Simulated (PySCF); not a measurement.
**BrF2HSi: geometry, electronic excitations**

Aim: predict the electronic excitations of BrF2HSi (`F[SiH](F)Br`).

Programs: PySCF 2.14.0, with density-fitted response routines of our own. Each step states its level of theory. These are calculated values for one molecule in the gas phase, unless marked as measured. Atoms count from 0, in the outputs and in this text.

## Step 1: The molecule as given

5 atoms, charge 0, multiplicity 1; geometry from: GFN2-xTB. The atoms were then displaced at random by about 0.01 Å, so the start is not that level's minimum.

Bonds of the start (Å): F0–Si1 1.56, Si1–F2 1.59, Si1–Br3 2.21, Si1–H4 1.42.

## Step 2: Optimising the geometry at PBE0-D3(BJ)/def2-SVP

Job settings and geometry (Å):

```
{"job": {"xc": "PBE0", "basis": "def2-SVP", "d3": "d3bj", "grid": 1, "shake": 0.01, "kind": "geom"}, "charge": 0, "multiplicity": 1}
F     -0.659970     1.228020    -0.691660
Si    -0.116320    -0.005210     0.086090
F     -0.690330    -1.239730    -0.738970
Br     2.080730     0.011950    -0.123260
H     -0.580540    -0.029000     1.429910
```

Run with:

```sh
$ OMP_NUM_THREADS=1 python probes_run.py task.json out
```

The driver reads the jobs from task.json and runs them one after another.

**Question.** This job is followed by: TDDFT PBE0/aug-cc-pVTZ, vertical, gas phase, core orbitals frozen in the response; TDDFT PBE0/def2-TZVPD, vertical, gas phase, core orbitals frozen in the response. What will the session give for the following? point group; rotational constants (main isotopes); lowest singlet (PBE0/aug-cc-pVTZ); brightest single state of those computed; lowest triplet; range of the lowest singlet.

As calculated:

| quantity | value |
| --- | --- |
| point group | Cs |
| rotational constants (main isotopes) | 6.81, 2.02, 1.67 GHz |
| lowest singlet (PBE0/aug-cc-pVTZ) | 7.64 eV (162 nm), f = 0.049 |
| brightest single state of those computed | state 10, 9.31 eV, f = 0.178 |
| lowest triplet | 7.07 eV |
| range of the lowest singlet | 7.64 to 7.67 eV |

In words: The start of the PBE0/def2-SVP relaxation was shaken at random by about 0.01 Å, so part of the energy gained, and of the first lengths quoted, undoes that. Over 4 steps the energy fell by 0.114 eV; of the close pairs, Si1–H4 changed most, 1.422 to 1.471 Å. No frequency check was run at this level, so the end point may be a saddle. The first singlet state (HOMO→LUMO 0.95) lies at 7.64 eV and is weak; of the 10 states computed, the strongest absorption comes from state 10 at 9.31 eV (the last computed, so partners may be missing). The lowest triplet lies 0.57 eV below the lowest singlet (triplets in Tamm-Dancoff, singlets in full TDDFT). The lowest singlet runs from 7.64 eV (PBE0/aug-cc-pVTZ) to 7.67 eV (PBE0/def2-TZVPD), while the orbital gap spans 9.06 to 9.12 eV. The lowest state need not be the same one in every run.
